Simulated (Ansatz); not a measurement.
# H3NO3W (WN(OH)3): the cost of one run

Computed with Ansatz 0.2.0, Gaussian basis. Level: the settings change from run to run.

### 1 The relaxed structure

An earlier r2SCAN-D4/def2-SVP relaxation fixed the geometry. W takes a core potential in def2 sets; no spin-orbit term is included.

8 atoms, charge 0, spin multiplicity 1.

Atoms are counted from 1 here; the program's logs count them from 0.

Bond lengths: W1–N2 1.676 Å, W1–O3 1.900 Å, W1–O5 1.900 Å, W1–O7 1.900 Å, O3–H4 0.966 Å, O5–H6 0.966 Å, O7–H8 0.966 Å. Angles: N2–W1–O3 105.4°, N2–W1–O5 105.4°, N2–W1–O7 105.4°, O3–W1–O5 113.3°, O3–W1–O7 113.3°, O5–W1–O7 113.3°, W1–O3–H4 122.3°, W1–O5–H6 122.3°, W1–O7–H8 122.3°.

Coordinates:

| atom | x (Å) | y (Å) | z (Å) |
| --- | --- | --- | --- |
| W1 | -0.0009 | -0.0014 | -0.0763 |
| N2 | 0.0220 | 0.0283 | 1.5997 |
| O3 | 1.7737 | 0.4181 | -0.6114 |
| H4 | 2.4769 | 0.5969 | 0.0270 |
| O5 | -1.2699 | 1.3182 | -0.5856 |
| H6 | -1.7530 | 1.8476 | 0.0628 |
| O7 | -0.5274 | -1.7673 | -0.5410 |
| H8 | -0.7213 | -2.4404 | 0.1248 |

### 2 LC-wPBE/def2-mTZVPP

Set apart from the defaults: multiplicity 3, a grid of angular degree 47, relativity set to scalar.

File in.yaml:

```yaml
crystal:
  periodic: [false, false, false]
  atoms:
    - {symbol: W, position_ang: [-0.000922, -0.001442, -0.076320]}
    - {symbol: N, position_ang: [0.022013, 0.028338, 1.599660]}
    - {symbol: O, position_ang: [1.773657, 0.418098, -0.611356]}
    - {symbol: H, position_ang: [2.476856, 0.596944, 0.027004]}
    - {symbol: O, position_ang: [-1.269946, 1.318228, -0.585609]}
    - {symbol: H, position_ang: [-1.752957, 1.847561, 0.062836]}
    - {symbol: O, position_ang: [-0.527389, -1.767310, -0.541005]}
    - {symbol: H, position_ang: [-0.721312, -2.440427, 0.124790]}
basis:
  gaussian: {orbitals: def2-mTZVPP, final_grid: {core_spheres: 20, valence_spheres: 16, degree: 47}}
magnetization: {spin_polarized: true, initial_magnetization: 2}
hamiltonian: {xc: {name: LC-wPBE}, pseudopotentials: {relativity: scalar}}
```

Command:

```sh
$ ansatz run in.yaml --threads 4 --pin off --events-out ev --progress --plain --max-ram 3916MiB
```

**Question.** How long does this run take on 4 threads of Arm Neoverse V2, shared host, and how much memory does it need?

About 22 s, with a peak of 0.57 GiB.
